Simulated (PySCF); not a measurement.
# One shape, several levels: GeH3O2F (SMILES [OH][GeH]([OH])[F])

Wanted: a comparison of 6 runs (HF/STO-3G, HF/3-21G, CAM-B3LYP/6-31G, B3LYP/6-31G*, SVWN5/cc-pVDZ, PBE0/def2-SVP) of GeH3O2F. Input form: a Python script.

The results are computed with PySCF 2.14.0.

1 further run of the same task is left out (set aside as unsound or not needed).

**1. The structure to begin with**

GeH3O2F has 7 atoms, charge 0, and is taken as a singlet. As SMILES, `[OH][GeH]([OH])[F]`. The shape is that of a PBE0-D4/def2-TZVP optimisation. This is one conformer, not always the lowest.

Bond lengths: O1–Ge2 1.758 Å, Ge2–O3 1.748 Å, Ge2–F4 1.736 Å, O1–H5 0.961 Å, Ge2–H6 1.522 Å, O3–H7 0.961 Å. Angles: O1–Ge2–O3 108.4°, O1–Ge2–F4 104.7°, O3–Ge2–F4 110.1°, O1–Ge2–H6 116.0°, O3–Ge2–H6 108.9°, F4–Ge2–H6 108.5°, Ge2–O1–H5 112.4°, Ge2–O3–H7 112.8°.

**2. Energy and forces at HF/STO-3G (run 1)**

calc.py reads:

```python
# [OH][GeH]([OH])[F]
from pyscf import gto

mol = gto.M(
    atom='''
O   -0.352900   1.140300  -0.859300
Ge  -0.107500  -0.026800   0.432400
O    1.518200  -0.656000   0.307600
F   -1.260300  -1.284500   0.113200
H   -1.209200   1.041800  -1.283900
H   -0.331400   0.485800   1.847500
H    1.804400  -0.768700  -0.603100
''',
    basis='sto-3g',
    verbose=4,
    max_memory=1860,
)

calc0 = mol.RHF()
calc0.conv_tol = 1e-10
calc0.kernel()
if not calc0.converged:
    calc0 = calc0.newton().run(calc0.mo_coeff, calc0.mo_occ)

energy = calc0.e_tot
print('Final energy', energy)
grad = calc0.nuc_grad_method().kernel()
calc0.analyze()
```

Launch:

```
$ OMP_NUM_THREADS=1 python calc.py
```

The program printed:

```text
PySCF version 2.14.0

[... 62 lines left out ...]
Final energy -2299.249896969286
[... 19 lines left out ...]
DFT Exchange-Correlation Energy =     -107.000043611007641
[... 7 lines left out ...]
MO #6   energy= -25.816250184026   occ= 2
[... 5 lines left out ...]
MO #12  energy= -4.5928669691925   occ= 2
[... 5 lines left out ...]
MO #18  energy= -0.733979315416809 occ= 2
[... 5 lines left out ...]
MO #24  energy= -0.497275398551267 occ= 2
[... 5 lines left out ...]
MO #30  energy= -0.347962075708905 occ= 2
[... 5 lines left out ...]
MO #36  energy= 0.721743095787832  occ= 0
[... 46 lines left out ...]
Dipole moment(X, Y, Z, Debye): -0.82156,  0.34559, -0.42147
```

It took 4.5 s on 1 thread of Intel Xeon at 2.50GHz (Skylake/Cascade Lake), shared host; peak memory 0.12 GiB.

**3. Energy and gradient at HF/3-21G (run 2)**

calc.py reads:

```python
import pyscf.grad
from pyscf import gto

mol = gto.Mole()
mol.atom = [
    ('O', (-0.352900, 1.140300, -0.859300)),
    ('Ge', (-0.107500, -0.026800, 0.432400)),
    ('O', (1.518200, -0.656000, 0.307600)),
    ('F', (-1.260300, -1.284500, 0.113200)),
    ('H', (-1.209200, 1.041800, -1.283900)),
    ('H', (-0.331400, 0.485800, 1.847500)),
    ('H', (1.804400, -0.768700, -0.603100)),
]
mol.max_memory = 1860
mol.basis = '3-21g'
mol.verbose = 4
mol.build()

mf = mol.RHF()
mf.conv_tol = 1e-10
mf.kernel()
if not mf.converged:
    mf = mf.newton().run(mf.mo_coeff, mf.mo_occ)

energy = mf.e_tot
print('E = %.10f Eh' % energy)
grad = mf.Gradients().kernel()
mf.analyze()
```

Launch:

```
$ OMP_NUM_THREADS=1 python calc.py
```

The program printed:

```text
PySCF version 2.14.0

[... 81 lines left out ...]
Two-electron Coulomb Energy =         1345.037753704072202
[... 9 lines left out ...]
MO #7   energy= -20.4632817082     occ= 2
[... 7 lines left out ...]
MO #15  energy= -1.64941214163049  occ= 2
[... 7 lines left out ...]
MO #23  energy= -0.655078586712485 occ= 2
[... 7 lines left out ...]
MO #31  energy= 0.173804219504629  occ= 0
[... 7 lines left out ...]
MO #39  energy= 0.534410202227603  occ= 0
[... 7 lines left out ...]
MO #47  energy= 1.93118608708408   occ= 0
[... 7 lines left out ...]
MO #55  energy= 3.76518759870169   occ= 0
[... 65 lines left out ...]
Dipole moment(X, Y, Z, Debye): -0.94246,  0.83296, -0.88540
```

Run time: 4.5 s. Hardware: 1 thread of Intel Xeon at 2.50GHz (Skylake/Cascade Lake), shared host; peak memory 0.13 GiB.

Runs 3 to 5 aren't shown in full; the table further down has their settings and results.

**4. Energy and forces at PBE0/def2-SVP (run 6)**

run.py reads:

```python
from pyscf import gto, dft

mol = gto.Mole()
mol.atom = [
    ('O', (-0.352900, 1.140300, -0.859300)),
    ('Ge', (-0.107500, -0.026800, 0.432400)),
    ('O', (1.518200, -0.656000, 0.307600)),
    ('F', (-1.260300, -1.284500, 0.113200)),
    ('H', (-1.209200, 1.041800, -1.283900)),
    ('H', (-0.331400, 0.485800, 1.847500)),
    ('H', (1.804400, -0.768700, -0.603100)),
]
mol.basis = 'def2-svp'
mol.verbose = 4
mol.max_memory = 1860
mol.build()

mf = dft.RKS(mol, xc='pbe0')
mf.conv_tol = 1e-10
mf.grids.level = 5
mf.kernel()
if not mf.converged:
    mf = mf.newton().run(mf.mo_coeff, mf.mo_occ)

e_tot = mf.e_tot
print('E(%s) = %.9f' % ('PBE0', e_tot))
grad = mf.nuc_grad_method().kernel()
dip = mf.dip_moment()
pop, q = mf.mulliken_pop()
```

Launch:

```
$ OMP_NUM_THREADS=1 python run.py
```

The program printed:

```text
PySCF version 2.14.0

[... 76 lines left out ...]
converged SCF energy = -2328.20705304035
[... 15 lines left out ...]
Dipole moment(X, Y, Z, Debye): -0.45374,  0.84423, -0.74154
[... 97 lines left out ...]
charge of    6H =      0.20493
```

It took 51 s on 1 thread of Intel Xeon at 2.50GHz (Skylake/Cascade Lake), shared host; peak memory 0.87 GiB.

**5. All runs side by side**

```tsv
run	level	integration grid	energy (Eh)	dipole moment (D)	HOMO energy (eV)	LUMO energy (eV)	wall time
1	HF/STO-3G	–	-2299.249897	0.99	-9.47	10.92	4.5 s
2	HF/3-21G	–	-2315.008433	1.54	-13.29	4.73	4.5 s
3	CAM-B3LYP/6-31G	5	-2328.796969	1.48	-10.78	0.88	72 s
4	B3LYP/6-31G* (spherical functions)	5	-2328.914667	1.21	-8.77	0.09	56 s
5	SVWN5/cc-pVDZ	5	-2324.285253	1.19	-7.40	-0.74	43 s
6	PBE0/def2-SVP	5	-2328.207053	1.21	-9.18	0.48	51 s
```

**6. Results**

| quantity | value |
| --- | --- |
| run 6: total energy | -2328.20705 Eh |
| run 6: dipole moment | 1.21 D |
| run 6: HOMO energy | -9.18 eV |
| run 6: LUMO energy | 0.48 eV |
| run 6: HOMO–LUMO gap | 9.66 eV |
| run 6: largest force on an atom | 0.186 eV/Å |

**Reading.** The dipole moment (its size) runs from 0.99 D (HF/STO-3G) to 1.54 D (HF/3-21G). The HOMO–LUMO gap runs from 6.66 eV (SVWN5/cc-pVDZ) to 20.39 eV (HF/STO-3G). The two ends differ in method and basis. Totals of different functionals can't be ranked against each other. In run 1 the basis is minimal, so the values are rough. All runs together took 3.9 min, the longest 72 s.
